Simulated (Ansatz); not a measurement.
# SiGeH2 (quintet): wave-function methods side by side, cc-pVDZ

Aim: climb from Hartree-Fock through coupled cluster and multireference methods for SiGeH2 (quintet) at one geometry and basis, and see what each rung misses.

Program: Ansatz 0.2.0, Gaussian basis. Level of theory: cc-pVDZ, core rule «outside noble gas», up to 19 orbitals frozen. These are calculated values, not measurements.

The runs, in order: UHF; CCSD(T) on ROHF; CCSD(T) on UHF; BCCD(T) on ROHF; CISD; CCSDT(Q) on ROHF; CCSDT(Q) on UHF; CASSCF and MRCISD+Q, 10 electrons in 10 orbitals; CASSCF and MRCISD+Q(relaxed), 10 electrons in 10 orbitals; CASSCF and NEVPT2, 10 electrons in 10 orbitals.

25 further runs of the same task are left out: 10 that didn't finish, 15 set aside as unsound or not needed.

### Step 1. What is computed

The geometry is a PBE0/def2-TZVP stationary point (not a proven minimum) of the parent state, kept for this charge and spin. No spin-orbit coupling is included. The filled d shell of Ge may be among the frozen orbitals whatever the setting's name suggests; the logs give the count.

4 atoms, charge 0, spin multiplicity 5.

Atoms are counted from 1 here; the program's logs count them from 0.

Bond lengths: Si1–Ge2 2.342 Å, Si1–H3 1.495 Å, Si1–H4 1.495 Å. Angles: Ge2–Si1–H3 127.1°, Ge2–Si1–H4 127.1°, H3–Si1–H4 105.7°.

Geometry (Å):

```xyz
4

Si    0.0000    0.0000    1.6381
Ge    0.0000    0.0000   -0.7039
H     0.0000    1.1919    2.5412
H     0.0000   -1.1919    2.5412
```

### Step 2. UHF

Input file in.yaml:

```yaml
crystal:
  periodic: [false, false, false]
  atoms:
    - {symbol: Si, position_ang: [0.000000, 0.000000, 1.638136]}
    - {symbol: Ge, position_ang: [0.000000, 0.000000, -0.703890]}
    - {symbol: H, position_ang: [0.000000, 1.191949, 2.541160]}
    - {symbol: H, position_ang: [0.000000, -1.191949, 2.541160]}
basis:
  gaussian: {orbitals: cc-pVDZ}
magnetization: {spin_polarized: true, initial_magnetization: 4}
hamiltonian: {xc: hf}
output: {orbitals: {seedname: orbitals}}
```

Started as:

```sh
ansatz run in.yaml --threads 1 --pin off --events-out ev --progress --plain --max-ram 2393MiB
```

After this run come: CCSD(T) on ROHF; CCSD(T) on UHF; BCCD(T) on ROHF; CISD; CCSDT(Q) on ROHF; CCSDT(Q) on UHF; CASSCF and MRCISD+Q, 10 electrons in 10 orbitals; CASSCF and MRCISD+Q(relaxed), 10 electrons in 10 orbitals; CASSCF and NEVPT2, 10 electrons in 10 orbitals.

Before running them: what should the planned runs give, taken together? Wanted: UCCSDT(Q) below the RHF energy; RMP2 from UCCSDT(Q); UMP2 from UCCSDT(Q); RCCSD from UCCSDT(Q); RCCSD(T) from UCCSDT(Q); UCCSD(T) from UCCSDT(Q); RCCSDT(Q) from UCCSDT(Q); NEVPT2 valence from UCCSDT(Q); MRCISD+Q valence from UCCSDT(Q).

The runs gave:

| quantity | value |
| --- | --- |
| UCCSDT(Q) below the RHF energy | -4.6646 eV |
| RMP2 from UCCSDT(Q) | +1085.5 meV |
| UMP2 from UCCSDT(Q) | +1092.9 meV |
| RCCSD from UCCSDT(Q) | +180.8 meV |
| RCCSD(T) from UCCSDT(Q) | +54.4 meV |
| UCCSD(T) from UCCSDT(Q) | +37.2 meV |
| RCCSDT(Q) from UCCSDT(Q) | +17.7 meV |
| NEVPT2 valence from UCCSDT(Q) | +934.8 meV |
| MRCISD+Q valence from UCCSDT(Q) | +49.0 meV |
| MRCISD+Q(relaxed) valence from UCCSDT(Q) | +3.5 meV |
| levels within 1 kcal/mol (43 meV) | UCCSD(T), RCCSDT, UCCSDT, RCCSDT(Q), MRCISD+Q(relaxed) valence |
| T1 diagnostic | 0.026 |
| effectively unpaired electrons | 4.02 |

In words: RCCSD(T) lands +54.4 meV from the yardstick (1.2 % of the correlation energy). One determinant dominates. Of the multireference levels listed MRCISD+Q(relaxed) valence comes nearest in total energy (+3.5 meV), which doesn't show that its space is the better one. These misses are within one basis, not against nature; the frozen cores of restricted and unrestricted runs differ, which can shift their rows.
